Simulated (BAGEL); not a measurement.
# HF/def2-SVP (density fitting with qzvpp-jkfit) run of C2H3ClSi (SMILES ClC1=C[SiH2]1)

Aim: the energy change on altering one bond length of C2H3ClSi at HF/def2-SVP (density fitting with qzvpp-jkfit), from 2 runs. 

The results are computed with BAGEL 1.2.2.

**1. The structure to begin with**

C2H3ClSi: 7 atoms, total charge 0, spin state singlet. SMILES: `ClC1=C[SiH2]1`. The shape is that of a PBE0-D4/def2-TZVP optimisation.

Bond lengths: Cl1–C2 1.700 Å, C2–C3 1.327 Å, C2–Si4 1.804 Å, C3–Si4 1.819 Å, C3–H5 1.082 Å, Si4–H6 1.482 Å, Si4–H7 1.482 Å. Some angles: Cl1–C2–C3 135.8°, Cl1–C2–Si4 155.1°, C3–C2–Si4 69.2°, C2–C3–Si4 67.9°, C2–Si4–C3 43.0°, C2–C3–H5 137.0°, Si4–C3–H5 155.1°, C2–Si4–H6 121.6°, C2–Si4–H7 121.6°, C3–Si4–H6 121.6°.

**2. The energy at HF/def2-SVP (density fitting with qzvpp-jkfit)**

The input, calc.json:

```json
{ "bagel": [

{
  "title": "molecule",
  "basis": "svp",
  "df_basis": "qzvpp-jkfit",
  "angstrom": true,
  "geometry": [
    { "atom": "Cl", "xyz": [      -1.169200,      -2.293300,       0.411500 ] },
    { "atom": "C", "xyz": [      -0.358000,      -0.819900,       0.163200 ] },
    { "atom": "C", "xyz": [       0.836800,      -0.330000,       0.466700 ] },
    { "atom": "Si", "xyz": [      -0.185900,       0.871600,      -0.438900 ] },
    { "atom": "H", "xyz": [       1.727500,      -0.673800,       0.975600 ] },
    { "atom": "H", "xyz": [      -0.837800,       2.011300,       0.248800 ] },
    { "atom": "H", "xyz": [       0.047800,       1.166200,      -1.872600 ] }
  ]
},

{
  "title": "hf"
},

{
  "title": "print",
  "file": "orbitals.molden",
  "orbitals": true
}

]}
```

Run with:

```sh
$ BAGEL_NUM_THREADS=1 BAGEL calc.json > calc.out
```

Standard output:

```text
* using 1 threads per process

  ===============================================================
  ===============================================================

  *** Geometry ***

  { "atom" : "Cl", "xyz" : [     -2.209468,     -4.333709,      0.777622 ] },
  { "atom" : "C", "xyz" : [     -0.676522,     -1.549386,      0.308403 ] },
  { "atom" : "C", "xyz" : [      1.581323,     -0.623610,      0.881935 ] },
  { "atom" : "Si", "xyz" : [     -0.351300,      1.647085,     -0.829401 ] },
  { "atom" : "H", "xyz" : [      3.264502,     -1.273297,      1.843617 ] },
  { "atom" : "H", "xyz" : [     -1.583213,      3.800806,      0.470164 ] },
  { "atom" : "H", "xyz" : [      0.090329,      2.203799,     -3.538701 ] },

  Number of auxiliary basis functions:      460

  Since a DF basis is specified, we compute 2- and 3-index integrals:
    o Being stored without compression. Storage requirement is 0.023 GB

  Number of basis functions:       79
  Number of electrons      :       46

    * METHOD: MOLECULE                             0.19

  *** RHF ***

  === Nuclear Repulsion ===
   179.9223186299

      * DIIS with orbital gradients will be used.

  === RHF iteration (svp) ===
      0       -825.43677573          0.01229784           0.06
      1       -825.51506627          0.00634273           0.05
      2       -825.53269619          0.00138269           0.05
      3       -825.53450842          0.00035884           0.05
      4       -825.53461672          0.00013595           0.05
      5       -825.53464103          0.00006395           0.05
      6       -825.53464609          0.00002506           0.05
      7       -825.53464712          0.00000822           0.05
      8       -825.53464722          0.00000323           0.05
      9       -825.53464724          0.00000171           0.05
     10       -825.53464724          0.00000057           0.05
     11       -825.53464724          0.00000022           0.05
     12       -825.53464724          0.00000010           0.05
     13       -825.53464724          0.00000003           0.05
     14       -825.53464724          0.00000001           0.05
    * SCF iteration converged.

    * Permanent dipole moment:
           (   -0.304348,    -0.544161,     0.089708) a.u.

    * METHOD: HF                                   0.94

    * METHOD: PRINT                                0.02

  ===============================================================
```

Wall time 1.3 s (1 thread of Arm Neoverse V1, shared host); peak memory 0.11 GiB.

**3. The distorted shape at the same level**

The input, calc.json:

```json
{ "bagel" : [

{
  "title" : "molecule",
  "basis" : "svp",
  "df_basis" : "qzvpp-jkfit",
  "angstrom" : "true",
  "geometry" : [
    { "atom" : "Cl", "xyz" : [   -1.881732,   -2.018271,    0.004396 ] },
    { "atom" : "C", "xyz" : [   -1.070532,   -0.544871,   -0.243904 ] },
    { "atom" : "C", "xyz" : [    0.124268,   -0.054971,    0.059596 ] },
    { "atom" : "Si", "xyz" : [   -0.898432,    1.146629,   -0.846004 ] },
    { "atom" : "H", "xyz" : [    1.727500,   -0.673800,    0.975600 ] },
    { "atom" : "H", "xyz" : [   -1.550332,    2.286329,   -0.158304 ] },
    { "atom" : "H", "xyz" : [   -0.664732,    1.441229,   -2.279704 ] }
  ]
},
{
  "title" : "hf"
},
{
  "title" : "print",
  "file" : "orbitals.molden",
  "orbitals" : "true"
}

]}
```

Run with:

```sh
$ BAGEL_NUM_THREADS=1 BAGEL calc.json > calc.out
```

Standard output:

```text
* using 1 threads per process

  ===============================================================
  ===============================================================

  *** Geometry ***

  { "atom" : "Cl", "xyz" : [     -3.555958,     -3.813979,      0.008307 ] },
  { "atom" : "C", "xyz" : [     -2.023012,     -1.029657,     -0.460912 ] },
  { "atom" : "C", "xyz" : [      0.234832,     -0.103880,      0.112620 ] },
  { "atom" : "Si", "xyz" : [     -1.697790,      2.166815,     -1.598716 ] },
  { "atom" : "H", "xyz" : [      3.264502,     -1.273297,      1.843617 ] },
  { "atom" : "H", "xyz" : [     -2.929703,      4.320536,     -0.299151 ] },
  { "atom" : "H", "xyz" : [     -1.256161,      2.723528,     -4.308016 ] },

  Number of auxiliary basis functions:      460

  Since a DF basis is specified, we compute 2- and 3-index integrals:
    o Being stored without compression. Storage requirement is 0.023 GB

  Number of basis functions:       79
  Number of electrons      :       46

    * METHOD: MOLECULE                             0.19

  *** RHF ***

  === Nuclear Repulsion ===
   177.1897392063

      * DIIS with orbital gradients will be used.

  === RHF iteration (svp) ===
      0       -825.29100125          0.01128225           0.05
      1       -825.36045757          0.00655830           0.05
      2       -825.38115892          0.00164701           0.05
      3       -825.38378496          0.00044071           0.05
      4       -825.38395671          0.00014518           0.05
      5       -825.38397968          0.00006485           0.05
      6       -825.38398279          0.00001995           0.05
      7       -825.38398323          0.00000603           0.05
      8       -825.38398326          0.00000295           0.05
      9       -825.38398327          0.00000116           0.05
     10       -825.38398327          0.00000046           0.05
     11       -825.38398327          0.00000024           0.05
     12       -825.38398327          0.00000011           0.05
     13       -825.38398327          0.00000004           0.05
     14       -825.38398327          0.00000002           0.05
     15       -825.38398327          0.00000001           0.05
    * SCF iteration converged.

    * Permanent dipole moment:
           (    0.087182,    -0.645010,     0.293328) a.u.

    * METHOD: HF                                   0.98

    * METHOD: PRINT                                0.02

  ===============================================================
```

Wall time 1.4 s (1 thread of Arm Neoverse V1, shared host); peak memory 0.11 GiB.

**4. Outcome**

At HF/def2-SVP (density fitting with qzvpp-jkfit):

| quantity | value |
| --- | --- |
| first shape: total energy | -825.53465 Eh |
| first shape: dipole moment | 1.60 D |
| first shape: HOMO energy | -10.30 eV |
| first shape: LUMO energy | 3.31 eV |
| first shape: HOMO–LUMO gap | 13.61 eV |
| distorted shape: total energy | -825.38398 Eh |
| distorted shape: dipole moment | 1.81 D |
| distorted shape: HOMO energy | -9.72 eV |
| distorted shape: LUMO energy | 0.88 eV |
| distorted shape: HOMO–LUMO gap | 10.60 eV |
| energy change with the C3–H5 bond stretched from 1.082 to 1.947 Å | 4.100 eV |

**Reading.** With the C3–H5 bond stretched from 1.082 to 1.947 Å the energy rises by 4.10 eV (95 kcal/mol). The first shape isn't relaxed at this level, so the change isn't measured from a minimum. A restricted reference can't describe the breaking bond well at this length.
